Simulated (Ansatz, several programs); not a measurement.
Antiperovskite Na3BrS, relaxed with r2SCAN in Ansatz (plane waves, PAW): it is cubic, Pm-3m (No. 221); a = 5.216 Å in the conventional setting, 28.39 Å³ an atom. Br is surrounded by 12 Na at 3.69 Å; S is surrounded by 6 Na at 2.61 Å; Na is surrounded by 2 S at 2.61 Å and 4 Br at 3.69 Å. The cell was then scaled with its shape and fractional coordinates held. Computed, not measured; no magnetism was allowed, and whether the structure is a known phase isn't checked.

| V (Å³/atom) | E (meV/atom) |
| --- | --- |
| 26.685 | 7.55 |
| 27.536 | 1.81 |
| 28.388 | 0.00 |
| 30.091 | 5.94 |

**Question.** Pass a cubic E = c₀ + c₁u + c₂u² + c₃u³, with u = V − 28.175 Å³, through these points.

**Answer.** c₀ = 0.11, c₁ = -1.044, c₂ = 2.423, c₃ = -0.1517 (meV and Å³).

**Question.** Where is the minimum, and what bulk modulus follows?

**Answer.** dE/du = 0 at u = +0.220, so V₀ = 28.40 Å³. B = V₀ d²E/dV² = 28.40 × (2c₂ + 6c₃u) = 28.40 × 4.645 = 132 meV/Å³, and 1 meV/Å³ is 0.16022 GPa: 21 GPa. A third-order Birch-Murnaghan fit to all five points gives 28.40 Å³ and 21 GPa.

**Question.** Predict the energy and the pressure at the withheld volume, 29.239 Å³.

**Answer.** With u = +1.064: E ≈ 1.56 meV and P = −dE/dV ≈ -0.58 GPa. The run gives 1.54 meV and, from its stress, -0.57 GPa.
